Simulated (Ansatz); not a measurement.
# ClF3H3HfN: the cost of one run

Program: Ansatz 0.2.0. Level of theory: RKS r2SCAN-D4/def2-SVP. These are calculated values, not measurements.

1 further run of the same task is left out (it didn't finish).

## Step 1: The starting structure

Bond lengths: Hf1–Cl2 2.870 Å, Hf1–F3 1.980 Å, Hf1–F4 1.979 Å, Hf1–F5 1.979 Å, Hf1–N6 2.510 Å, N6–H7 1.060 Å, N6–H8 1.060 Å. Angles: Cl2–Hf1–F3 109.4°, Cl2–Hf1–F4 109.5°, Cl2–Hf1–F5 109.5°, Cl2–Hf1–N6 71.6°, F3–Hf1–F4 109.5°, F3–Hf1–F5 109.5°, F3–Hf1–N6 178.9°, F4–Hf1–F5 109.5°, F4–Hf1–N6 70.0°, F5–Hf1–N6 70.0°, Hf1–N6–H7 120.0°, Hf1–N6–H8 120.0°, H7–N6–H8 120.0°.

Coordinates:

```xyz
9

Hf    0.0000    0.0000    0.0000
Cl    0.0000    0.0000    2.8700
F     1.8671    0.0000   -0.6593
F    -0.9326    1.6157   -0.6593
F    -0.9326   -1.6157   -0.6593
N    -2.3820    0.0000    0.7915
H    -3.1020   -0.6071    0.3052
H    -2.6678    0.6071    1.6120
H    -1.6220    0.0000    2.0511
```

## Step 2: Pulling towards end A

Springs on the bonds that form and break draw the guess towards this end; the thresholds are loose.

Input file input.yaml:

```yaml
crystal:
  periodic: [false, false, false]
  atoms:
    - { symbol: Hf, position_ang: [0.0, 0.0, 0.0] }
    - { symbol: Cl, position_ang: [0.0, 0.0, 2.87] }
    - { symbol: F, position_ang: [1.8671, 0.0, -0.6593] }
    - { symbol: F, position_ang: [-0.9326, 1.6157, -0.6593] }
    - { symbol: F, position_ang: [-0.9326, -1.6157, -0.6593] }
    - { symbol: "N", position_ang: [-2.382, 0.0, 0.7915] }
    - { symbol: H, position_ang: [-3.102, -0.6071, 0.3052] }
    - { symbol: H, position_ang: [-2.6678, 0.6071, 1.612] }
    - { symbol: H, position_ang: [-1.622, 0.0, 2.0511] }
basis:
  gaussian: { orbitals: def2-SVP }
hamiltonian:
  xc: r2scan
  dispersion: d4
relax:
  f_tol: 0.15
  max_steps: 25
  restrain:
    - { distance: [0, 5], at: 3.41, k: 30.0 }
    - { distance: [8, 1], at: 2.57, k: 30.0 }
    - { distance: [0, 1], at: 2.52, k: 30.0 }
    - { distance: [8, 5], at: 1.06, k: 30.0 }
```

Command:

```sh
> ansatz run input.yaml --threads 4 --pin off --max-ram 5120MiB --backend cpu --events-out ev --progress --plain --runs-dir out
```

What time and memory should one allow on 4 threads of Arm Neoverse V2, shared host?

About 31 s, with a peak of 0.22 GiB.
